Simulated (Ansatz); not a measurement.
# C₂H₆GeO: how energies converge with the basis set

How large a basis does C₂H₆GeO need? Two functionals are run in growing sets.

The runs use Ansatz 0.2.0, Gaussian basis; one geometry, several basis sets.

Levels to be run: PBE0-D4/def2-SVP; ωB97M-V/def2-SVP; PBE0-D4/def2-QZVPP; ωB97M-V/def2-QZVPP; the functionals' def2-TZVPP values are taken from earlier runs.

**1. The geometry**

All runs share one geometry, relaxed beforehand with PBE0-D4 in a triple-zeta def2 set.

SMILES `C=C[O][GeH3]`, 10 atoms, charge 0, spin multiplicity 1.

Atoms are counted from 1 here; the program's logs count them from 0.

Bond lengths: C1–C2 1.326 Å, C1–H5 1.081 Å, C1–H6 1.083 Å, C2–O3 1.350 Å, C2–H7 1.092 Å, O3–Ge4 1.792 Å, Ge4–H8 1.537 Å, Ge4–H9 1.538 Å, Ge4–H10 1.529 Å. Angles: C2–C1–H5 119.6°, C2–C1–H6 121.4°, H5–C1–H6 119.0°, C1–C2–O3 123.1°, C1–C2–H7 120.7°, O3–C2–H7 116.1°, C2–O3–Ge4 120.4°, O3–Ge4–H8 108.7°, O3–Ge4–H9 107.7°, O3–Ge4–H10 104.2°, H8–Ge4–H9 110.8°, H8–Ge4–H10 112.3°, H9–Ge4–H10 112.9°.

**2. PBE0-D4 in def2-SVP**

in.yaml reads:

```yaml
crystal:
  periodic: [false, false, false]
  atoms:
    - {symbol: C, position_ang: [1.885160, 0.223070, 0.964223]}
    - {symbol: C, position_ang: [0.623767, 0.309537, 0.564734]}
    - {symbol: O, position_ang: [0.221406, -0.016378, -0.682100]}
    - {symbol: Ge, position_ang: [-1.506718, -0.349897, -1.019549]}
    - {symbol: H, position_ang: [2.151409, 0.532007, 1.965352]}
    - {symbol: H, position_ang: [2.661948, -0.141423, 0.303670]}
    - {symbol: H, position_ang: [-0.150883, 0.681402, 1.238564]}
    - {symbol: H, position_ang: [-1.845341, -1.758499, -0.506632]}
    - {symbol: H, position_ang: [-2.339317, 0.714320, -0.284407]}
    - {symbol: H, position_ang: [-1.618333, -0.245138, -2.540857]}
basis:
  gaussian: {orbitals: def2-SVP}
hamiltonian: {xc: pbe0, dispersion: d4}
output: {orbitals: {seedname: orbitals}}
```

The runs that follow: ωB97M-V in def2-SVP; PBE0-D4 in def2-QZVPP; ωB97M-V in def2-QZVPP.

Before running them: what should the planned runs give, taken together? Wanted: PBE0-D4: double and triple zeta above quadruple; ωB97M-V: double and triple zeta above quadruple.

The runs gave:

| quantity | value |
| --- | --- |
| PBE0-D4: double and triple zeta above quadruple | 13.47, 1.47 eV |
| ωB97M-V: double and triple zeta above quadruple | 13.61, 1.43 eV |

For PBE0-D4 the step from double to triple zeta gains 12.00 eV and the next only 1.47 eV. Total energies overstate the basis error of differences, where much of it tends to cancel. The LUMO of ωB97M-V is positive and keeps falling with the basis (2.18 to 1.32 eV): an unbound level that the basis holds in place.
